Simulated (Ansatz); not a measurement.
SeI2, space group P4_2/mnm, an equation of state with a fit

Computed with Ansatz 0.2.0 through its Python package.

Run as a notebook:

```python
import ansatz as az
import numpy as np
```

```python
VECTORS = np.array([
    [8.284933, 0.0, 0.0],
    [0.0, 8.284933, 0.0],
    [0.0, 0.0, 3.920594],
])
SITES = [
    ('Se', (0.0, 0.0, 0.0)),
    ('Se', (0.5, 0.5, 0.5)),
    ('I', (0.328156, 0.328156, 0.0)),
    ('I', (0.671844, 0.671844, 0.0)),
    ('I', (0.171844, 0.828156, 0.5)),
    ('I', (0.828156, 0.171844, 0.5)),
]
```

```python
def on_lattice(cell):
    crystal = az.Crystal(lattice=az.Lattice.of(cell))
    for symbol, position in SITES:
        crystal = crystal.atom(symbol, position)
    return crystal
```

```python
volumes, energies, pressures = [], [], []
for scale in np.linspace(0.88, 1.12, 7):
    cell = VECTORS * scale ** (1 / 3)
    job = (
        on_lattice(cell).calculation()
        .functional('LDA')
        .basis(35 * az.Ry)
        .occupations('fermi_dirac')
        .kpoints(3, 3, 6)
        .stress()
    )
    summary = job.run().report
    volumes.append(abs(np.linalg.det(cell)) / len(SITES))
    energies.append(summary['free_energy_ev'] / len(SITES))
    pressures.append(np.trace(summary['stress_gpa']) / 3)
    print(f'V = {volumes[-1]:8.4f} A^3/atom  F = {energies[-1]:.5f} eV/atom  P = {pressures[-1]:8.3f} GPa')
```

    V =  39.4695 A^3/atom  F = -6698.18281 eV/atom  P =    2.301 GPa
    V =  41.2635 A^3/atom  F = -6698.19907 eV/atom  P =    0.668 GPa
    V =  43.0576 A^3/atom  F = -6698.19907 eV/atom  P =   -0.619 GPa
    V =  44.8517 A^3/atom  F = -6698.18623 eV/atom  P =   -1.632 GPa
    V =  46.6457 A^3/atom  F = -6698.16333 eV/atom  P =   -2.426 GPa
    V =  48.4398 A^3/atom  F = -6698.13257 eV/atom  P =   -3.044 GPa
    V =  50.2339 A^3/atom  F = -6698.09570 eV/atom  P =   -3.520 GPa

```python
x = np.array(volumes) ** (-2 / 3)
poly = np.polynomial.Polynomial.fit(x, energies, 3).convert()
roots = poly.deriv().roots()
x0 = min((r.real for r in roots if abs(r.imag) < 1e-9 and poly.deriv(2)(r.real) > 0), key=lambda r: abs(r - x.mean()))
v0 = x0 ** -1.5
b0 = 4 / 9 * poly.deriv(2)(x0) * v0 ** (-7 / 3) * 160.21766
b1 = 4 + 2 / 3 * x0 * poly.deriv(3)(x0) / poly.deriv(2)(x0)
print(f'V0 = {v0:.4f} A^3/atom, B0 = {b0:.1f} GPa, dB/dP = {b1:.2f}')
```

    V0 = 42.1378 A^3/atom, B0 = 30.3 GPa, dB/dP = 4.70

A third-order Birch-Murnaghan fit through the 7 points has its minimum at 42.14 Å³ an atom, 6.1 % below the typed cell, with a bulk modulus of 30 GPa and dB/dP = 4.7. From that minimum the energy rises by 18.1 meV an atom on the compressed side and 105.2 meV on the expanded side. The window is off centre, so dB/dP is rough.

Reading the output:
- Absolute energies stand on the zero of these potentials, so only differences at equal settings mean something.
- Shape and fractional positions are held along the curve, so the bulk modulus is an upper value where they are free to relax.
- Pressure is positive in compression.
- The structure comes from a database of computed cells and needn't be a stable or known phase.
- Timing: 44 s on 1 thread of Intel(R) Xeon(R) 6975P-C (Granite Rapids), with other jobs on the host, peak memory 0.66 GiB.
